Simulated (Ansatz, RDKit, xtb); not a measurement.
# Isomers of C5H11NS, a sample narrowed down

Which of a sample of isomers of C5H11NS is the most stable in the gas at 298.15 K, and what are its properties? The sample is small against all isomers, and the most stable one of this formula need not be in it.

The funnel: GFN2-xTB relaxations, single points with a density functional, relaxations at PBE0-D3(BJ)/def2-SVP, harmonic vibrations (at GFN2-xTB), and a last energy at a higher level. All values are calculated.

## Step 1: Drawing up candidates

Isomers were taken from a list of plausible structures; this is a sample, not all of them. That gives 4 candidates.

```
label             SMILES     spin
 c142       CC(C)=C(S)CN  singlet
 c326  CC(C)[C@@H](S)C=N  singlet
 c629     CC(C)/C(S)=C/N  singlet
 c818     CC(C)/C(S)=C\N  singlet
```

Candidates are built by distance geometry, with a force field where one applies, in up to four conformers (letters a to d).

**Question.** With final energies at CCSD(T)/def2-SVP + MP2/def2-TZVPP - MP2/def2-SVP, which structure will this search put lowest in free energy, and by what margin?

| quantity | value |
| --- | --- |
| lowest structure found | CC(C)/C(S)=C/N, singlet |
| next finalist | CC(C)[C@@H](S)C=N, singlet, 1.8 kcal/mol higher in G |
| share at equilibrium, among the finalists | 93.5 % |

The lowest structure found is `CC(C)/C(S)=C/N`. The margin, 1.8 kcal/mol, is modest. GFN2-xTB, r2SCAN-D4/def2-SVP, PBE0-D3(BJ)/def2-SVP, HF/def2-SVP and MP2/def2-SVP already put its bonding pattern lowest among the structures in one piece; HF/STO-3G favours the singlet CC(C)[C@@H](S)C=N. 2 minima inside the window were never screened. The search is not exhaustive (a finite list of starts, one conformer a finalist), so a lower isomer can't be ruled out. Only 4 drawn patterns were tried, so whole families of isomers are missing, and the result ranks this sample alone.
